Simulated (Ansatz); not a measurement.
**GaH2O radical (SMILES [O][GaH2]): single points off equilibrium**

One table from this session's results is given with a row withheld; the runs are named, their logs left out.

Program: Ansatz 0.2.0, Gaussian basis. Level of theory: single points in def2-TZVPP. These are calculated values, not measurements.

Correlated methods freeze the cores. Filled d shells of the heavier atoms are correlated. Orbitals are unrestricted.

## Where the work starts

SMILES `[O][GaH2]`, 4 atoms, charge 0, spin multiplicity 2.

Atoms are counted from 1 here; the program's logs count them from 0.

Bond lengths: O1–Ga2 1.680 Å, Ga2–H3 1.672 Å, Ga2–H4 1.477 Å. Angles: O1–Ga2–H3 85.1°, O1–Ga2–H4 148.6°, H3–Ga2–H4 126.3°.

Coordinates:

```xyz
4
charge 0, multiplicity 2
O    -1.1124   -0.4848    0.9627
Ga    0.2157    0.0890    0.1091
H    -0.7467   -0.1148   -1.2425
H     1.6052    0.5889    0.1257
```

The first run:

run/in.yaml reads:

```yaml
crystal:
  periodic: [false, false, false]
  atoms:
    - {symbol: O, position_ang: [-1.112400, -0.484800, 0.962700]}
    - {symbol: Ga, position_ang: [0.215700, 0.089000, 0.109100]}
    - {symbol: H, position_ang: [-0.746700, -0.114800, -1.242500]}
    - {symbol: H, position_ang: [1.605200, 0.588900, 0.125700]}
basis:
  gaussian: {orbitals: def2-TZVPP}
magnetization: {spin_polarized: true, initial_magnetization: 1}
correlation: {method: ccsd_t}
scf: {omitted_lower_state_checks: [cluster_reference]}
output: {forces: true}
```

The command line of these runs was not kept.

Among the steps run: CCSD(T)/def2-TZVPP; PBE0-D4/def2-TZVPP; wB97M-V/def2-TZVPP; r2SCAN-D4/def2-TZVPP; PBE-D4/def2-TZVPP; B97M-V/def2-TZVPP; CAM-B3LYP-D4/def2-TZVPP.

One of the session's tables, all rows but one given; the rest of the session is left out.

```
      method  RMS force component (eV/Å)  angle to CCSD(T) forces (°)  dipole (D)
     CCSD(T)                       1.129                    reference        2.63
     PBE0-D4                           ?                            ?           ?
     wB97M-V                       1.100                          2.4        2.76
   r2SCAN-D4                       0.882                          5.7        2.73
      PBE-D4                       0.847                         11.0        2.77
      B97M-V                       0.968                          5.1        2.63
CAM-B3LYP-D4                       1.028                          4.8        2.79
```

**Question.** Estimate the row for PBE0-D4.

**Answer.** RMS force component (eV/Å): 0.999; angle to CCSD(T) forces (°): 4.8; dipole (D): 2.75. In the column «RMS force component (eV/Å)» it lies between B97M-V (0.968) and CAM-B3LYP-D4 (1.028).
